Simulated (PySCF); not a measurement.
**C2H6B2ClN: geometry, spin-spin couplings**

Aim: predict the spin-spin couplings of C2H6B2ClN (`C=C(Cl)BBN`).

The runs use PySCF 2.14.0, with density-fitted response routines of our own; the level of theory stands in each step. All values are computed, except where a source is named. Atoms count from 0, in the outputs and in this text.

### Step 1. The molecule as given

12 atoms, charge 0, multiplicity 1; geometry from: GFN2-xTB. The atoms were then displaced at random by about 0.01 Å, so the start is not that level's minimum.

Bonds of the start (Å): C0–C1 1.34, C1–Cl2 1.78, C1–B3 1.51, B3–B4 1.67, B4–N5 1.40, C0–H6 1.09, C0–H7 1.05, B3–H8 1.18, B4–H9 1.19, N5–H10 1.00, N5–H11 1.01.

### Step 2. Relaxing the molecule at PBE0-D3(BJ)/def2-SVP

The job: settings as JSON, then the geometry in Å.

```
{"job": {"xc": "PBE0", "basis": "def2-SVP", "d3": "d3bj", "grid": 1, "shake": 0.01, "kind": "geom"}, "charge": 0, "multiplicity": 1}
C      2.104730    -0.061590    -1.070740
C      0.773340    -0.003250    -0.907910
Cl    -0.168470     1.396410    -1.477100
B     -0.398380    -0.749100    -0.318940
B     -0.887570    -0.534470     1.258780
N     -1.494690     0.637970     1.713260
H      2.658690     0.745220    -1.552690
H      2.650060    -0.887190    -0.730700
H     -1.023450    -1.424150    -1.053310
H     -0.703560    -1.362450     2.096300
H     -1.697080     1.415910     1.125660
H     -1.773930     0.798410     2.673090
```

On the command line:

```sh
> OMP_NUM_THREADS=1 python probes_run.py task.json out
```

The driver reads the jobs from task.json and runs them one after another.

**Question.** This job is followed by: B3LYP/cc-pVTZ indirect spin-spin coupling, non-relativistic, gas phase; B3LYP/6-31G* indirect spin-spin coupling, non-relativistic, gas phase. Predict these results of the whole session: point group; rotational constants (main isotopes); largest coupling of the table (B3LYP/cc-pVTZ); range of J(C0,H6), mean over like pairs.

**Answer**, as computed:

```
                                     quantity                    value
                                  point group                       C1
         rotational constants (main isotopes)     4.12, 1.91, 1.49 GHz
largest coupling of the table (B3LYP/cc-pVTZ)  1J(C,H) C0–H6, 159.5 Hz
      range of J(C0,H6), mean over like pairs        159.5 to 176.2 Hz
```

**Reading.** Over 7 steps the energy fell by 0.129 eV; of the close pairs, C0–H7 changed most, 1.046 to 1.093 Å. Of the pairs tabulated at B3LYP/cc-pVTZ, C0–H6 couples most strongly (159.5 Hz; Fermi contact 158.0 Hz). Couplings across rotatable bonds belong to this one conformer; where others are populated, the observed values are averages. The coupling C0–H6, as a mean over pairs of its kind, runs from 159.5 Hz (B3LYP/cc-pVTZ) to 176.2 Hz (B3LYP/6-31G*). Couplings from bases without tight functions are rough.
